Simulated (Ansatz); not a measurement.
# N (N, isolated atom): the cost of one run

Method: DFT, plane waves (500 eV) with PBE-made PAW files, scalar-relativistic; functionals as named at each step, in Ansatz 0.2.0.

**1. The system in its box**

A box of 14.0 × 14.4 × 14.8 Å, with unequal sides, keeps the periodic images far apart.

As a file:

```
N
1.0
    14.00000    0.00000    0.00000
     0.00000   14.40000    0.00000
     0.00000    0.00000   14.80000
N
1
Cartesian
  7.0000 7.2000 7.4000
```

**2. r²SCAN single point**

The run with r²SCAN.

Input file input.yaml:

```yaml
crystal:
  lattice:
    - [14.0, 0.0, 0.0]
    - [0.0, 14.4, 0.0]
    - [0.0, 0.0, 14.8]
  atoms:
    - { symbol: "N", position: [0.5, 0.5, 0.5], spin: 3.0 }
  symmetry: { detect: false, time_reversal: true }
hamiltonian:
  xc: r2scan
  pseudopotentials:
    kind: paw
    azcp:
      "N": "pseudopotentials/N.paw.azcp"
basis:
  ecutwfc: 500
  fft_grid_basis: typed
kpoints:
  mp_grid: { grid: [1, 1, 1], shift: [0, 0, 0] }
magnetization:
  spin_polarized: true
scf:
  occupations: { method: fermi_dirac, width: 0.01 }
```

Started as:

```sh
ansatz run input.yaml --threads 4 --pin off --max-ram 10240MiB --backend cpu --events-out ev --progress --plain --runs-dir out
```

**Question.** How long does this run take on 4 threads of Arm Neoverse V1, shared host, and how much memory does it need?

About 7.2 min, with a peak of 5.6 GiB.
